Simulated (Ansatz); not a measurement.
# Bi: the cost of one run

Computed with Ansatz 0.2.0 (DFT r2SCAN, scalar-relativistic, plane waves, PAW, unless a step's input says otherwise).

### Step 1. Starting point

It takes space group P4/mmm (No. 123, tetragonal). Conventional cell: a = 3.258 Å, b = 3.258 Å, c = 3.241 Å, α = 90.00°, β = 90.00°, γ = 90.00°. Around Bi (site symmetry 4/mmm) lie 6 Bi at 3.24 to 3.26 Å.

Coordinates:

```xyz
2
Lattice="3.2067 -3.2583 0.5763 3.2067 3.2583 0.5763 -0.5753 0.0000 3.1900" Properties=species:S:1:pos:R:3 pbc="T T T"
Bi    1.6037    0.0000    0.2897
Bi    4.2344    0.0000    4.0529
```

This cell was relaxed beforehand with the same method: volume 34.41 Å³/atom, gap on the mesh none (metal).

### Step 2. The cell as listed, for comparison

Input file input.yaml:

```yaml
crystal:
  lattice:
    - [3.33628, -3.0554, 0.0]
    - [3.33628, 3.0554, 0.0]
    - [-1.15098, 0.0, 3.09291]
  atoms:
    - { symbol: Bi, position: [0.2518, 0.2518, 0.149] }
    - { symbol: Bi, position: [0.7482, 0.7482, 0.851] }
basis:
  ecutwfc: 500
kpoints:
  mp_grid: { grid: [10, 10, 14] }
hamiltonian:
  xc: r2scan
scf:
  occupations: { method: gaussian, width: 0.1 }
output:
  forces: true
  stress: true
  eigenvalues: true
  populations: true
  write_density: true
  write_potential: true
  elf: true
  volumetric_format: npy
```

The run is started by

```sh
$ ansatz run input.yaml --threads 1 --pin off --max-ram 2560MiB --backend cpu --events-out ev --progress --plain --runs-dir out
```

**Question.** How long does this run take on 1 thread of Arm Neoverse V1, shared host, and how much memory does it need?

About 75 s, with a peak of 0.81 GiB.
